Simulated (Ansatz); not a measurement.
# CdFH₂N: a ladder of functionals and wavefunction methods

One table from this session's results is given with a row withheld; the runs are named, their logs left out.

The runs use Ansatz 0.2.0, Gaussian basis; functionals in def2-TZVPP, the program's frozen cores in correlated methods.

Plan: PBE-D4, r2SCAN-D4, PBE0-D4, B3LYP-D4, ωB97X-V, ωB97M-V, B2PLYP; CCSD(T)/def2-TZVPP; CCSD(T)/def2-QZVPP; extrapolation to the limit.

**The relaxed structure**

The geometry comes from an earlier relaxation with PBE0-D4 in a triple-zeta def2 set; it is a stationary point. Cd takes the def2 core potential; no spin-orbit term is included.

SMILES `[NH2][Cd][F]`, 5 atoms, charge 0, spin multiplicity 1.

Atoms are counted from 1 here; the program's logs count them from 0.

Bond lengths: N1–Cd2 1.998 Å, N1–H4 1.014 Å, N1–H5 1.014 Å, Cd2–F3 1.935 Å. Angles: Cd2–N1–H4 110.9°, Cd2–N1–H5 110.8°, H4–N1–H5 106.1°, N1–Cd2–F3 175.2°.

Set-up of the first run:

in.yaml

```yaml
crystal:
  periodic: [false, false, false]
  atoms:
    - {symbol: N, position_ang: [0.951470, -0.432277, -0.132920]}
    - {symbol: Cd, position_ang: [-0.714615, 0.656928, 0.040442]}
    - {symbol: F, position_ang: [-2.240950, 1.840264, 0.166336]}
    - {symbol: H, position_ang: [1.174405, -0.893201, 0.742765]}
    - {symbol: H, position_ang: [0.829700, -1.171715, -0.816622]}
basis:
  gaussian: {orbitals: def2-TZVPP}
hamiltonian: {xc: pbe, dispersion: d4}
output: {forces: true, orbitals: {seedname: orbitals}}
```

Command:

```sh
$ ansatz run in.yaml --threads 2 --pin off --events-out ev --progress --plain --max-ram 20480MiB --backend cpu
```

Steps of the session up to this table: PBE-D4 (GGA); r2SCAN-D4 (meta-GGA); PBE0-D4 (hybrid); B3LYP-D4 (hybrid); ωB97X-V (range-separated); ωB97M-V (range-separated); B2PLYP (double hybrid); CCSD(T) in def2-TZVPP; CCSD(T) in def2-QZVPP.

One of the session's tables, all rows but one given; the rest of the session is left out.

| method | atomisation energy (kcal/mol) |
| --- | --- |
| PBE-D4 | 318.8 |
| r2SCAN-D4 | 309.1 |
| PBE0-D4 | 305.0 |
| B3LYP-D4 | 306.0 |
| ωB97X-V | 313.7 |
| ωB97M-V | 311.8 |
| B2PLYP | 303.0 |
| HF/def2-TZVPP | 184.1 |
| MP2/def2-TZVPP | 303.3 |
| CCSD/def2-TZVPP | 287.9 |
| CCSD(T)/def2-TZVPP | ? |
| MP2/CBS | 318.6 |
| CCSD(T)/CBS | 310.2 |

**Question.** Estimate the row for CCSD(T)/def2-TZVPP.

As computed: atomisation energy (kcal/mol): 294.9. In the column «atomisation energy (kcal/mol)» it lies between CCSD/def2-TZVPP (287.9) and B2PLYP (303.0).
